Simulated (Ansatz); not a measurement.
A nudged elastic band was laid between two geometries of a periodic cell of 13 atoms, Sc12H (host Sc, host structure hcp, interstitial H).

Computed with Ansatz, DFT PBEsol, scalar-relativistic, plane waves, PAW. Settings: cutoff 420 eV, k mesh 3x2x3, gaussian smearing 0.1 eV, no spin polarisation.

- movable images: 5
- climbing image: yes
- spring: 5.0 eV/Å²
- optimiser: lbfgs
- start path: IDPP
- force threshold: 0.05 eV/Å
- iteration limit: 48
- end points: relaxed

Image 0:

```xyz
13
Lattice="6.6200 0.0000 0.0000 -4.9650 8.5996 0.0000 0.0000 0.0000 5.2761" Properties=species:S:1:pos:R:3
Sc -0.007 0.005 0.012
Sc -0.008 1.906 2.646
Sc -1.650 2.856 0.000
Sc -1.652 4.773 2.655
Sc -3.306 5.732 0.019
Sc -3.304 7.647 2.670
Sc 3.326 0.005 0.009
Sc 3.325 1.905 2.643
Sc 1.657 2.864 -0.016
Sc 1.658 4.779 2.635
Sc 0.004 5.737 -0.001
Sc 0.003 7.654 2.655
H 4.970 0.955 3.967
```

Image 6:

Only the atoms that move by more than 0.05 Å are listed.
```
Sc6 -3.306 7.653 2.614
H13 4.967 0.964 1.319
```

**Question.** Which bonds break or form, and what moves?

**Answer.** The atom that moves furthest is H13, by 2.65 Å; four of its nearest neighbours are Sc3 2.31, Sc12 2.31, Sc7 2.31, Sc2 2.31 Å at the first end and Sc3 2.31, Sc2 2.31, Sc12 2.31, Sc7 2.31 Å at the last.

**Question.** What energy profile does the band end with?

**Answer.** The forces met the threshold. The highest image is number 3 of 0 to 6, 0.69 eV above the ends, which have the same energy within 2 meV. By the program's own check the climbing image is a first-order saddle point (lowest curvatures found: -1.92 and 0.46 eV/Å²). Limits of this set-up: coarse k mesh, odd electron count without spin, a small cell, in which the defect meets its images.

```csv
image,path coordinate (Å),energy (eV)
0,0.00,0.00
1,0.43,0.17
2,0.86,0.52
3,1.29,0.69
4,1.72,0.52
5,2.15,0.17
6,2.59,0.00
```

**Question.** What is the geometry of the highest image?

**Answer.** 
```xyz
13
Lattice="6.6200 0.0000 0.0000 -4.9650 8.5996 0.0000 0.0000 0.0000 5.2761" Properties=species:S:1:pos:R:3
Sc 0.016 -0.021 0.004
Sc 0.018 1.927 2.642
Sc -1.652 2.925 0.004
Sc -1.657 4.798 2.642
Sc -3.312 5.730 0.004
Sc -3.312 7.629 2.642
Sc 3.270 -0.013 0.004
Sc 3.320 1.919 2.642
Sc 1.660 2.865 0.004
Sc 1.664 4.791 2.642
Sc 0.006 5.736 0.004
Sc -0.002 7.626 2.642
H 4.984 0.949 2.642
```

The run took 7.1 min on 2 threads of Intel(R) Xeon(R) Platinum 8488C (Sapphire Rapids) (shared host), peak memory 1.5 GiB.
